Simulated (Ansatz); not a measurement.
# H2RuSi: the cost of one run

Program: Ansatz 0.2.0, Gaussian basis. Level of theory: def2-TZVPP, core rule «outside noble gas», up to 9 orbitals frozen. These are calculated values, not measurements.

The runs, in order: UHF; CCSD(T) on ROHF; CCSD(T) on UHF; CCSDT(Q) on ROHF; CCSDT(Q) on UHF; CASSCF and NEVPT2, 13 electrons in 12 orbitals.

2 further runs of the same task are left out: 2 set aside as unsound or not needed.

## 1. What is computed

The geometry is a PBE0/def2-TZVP stationary point (not a proven minimum) of the parent state, kept for this charge and spin. No spin-orbit coupling is included. Elements past krypton take def2 core potentials.

4 atoms, charge 1, spin multiplicity 4.

Atoms are counted from 1 here; the program's logs count them from 0.

Bond lengths: Ru1–Si2 2.207 Å, Si2–H3 1.486 Å, Si2–H4 1.486 Å. Angles: Ru1–Si2–H3 124.7°, Ru1–Si2–H4 124.7°, H3–Si2–H4 110.6°.

## 2. UHF

in.yaml reads:

```yaml
crystal:
  periodic: [false, false, false]
  atoms:
    - {symbol: Ru, position_ang: [0.000000, 0.000000, 0.519558]}
    - {symbol: Si, position_ang: [0.000000, 0.000000, -1.687844]}
    - {symbol: H, position_ang: [0.000000, 1.222304, -2.533795]}
    - {symbol: H, position_ang: [0.000000, -1.222304, -2.533795]}
basis:
  gaussian: {orbitals: def2-TZVPP}
total_charge: 1
magnetization: {spin_polarized: true, initial_magnetization: 3}
hamiltonian: {xc: hf}
output: {orbitals: {seedname: orbitals}}
```

Launch:

```bash
$ ansatz run in.yaml --threads 1 --pin off --events-out ev --progress --plain --max-ram 4096MiB --backend cpu
```

What time and memory should one allow on 1 thread of AMD EPYC 7R13, shared host?

About 39 s, with a peak of 0.33 GiB.
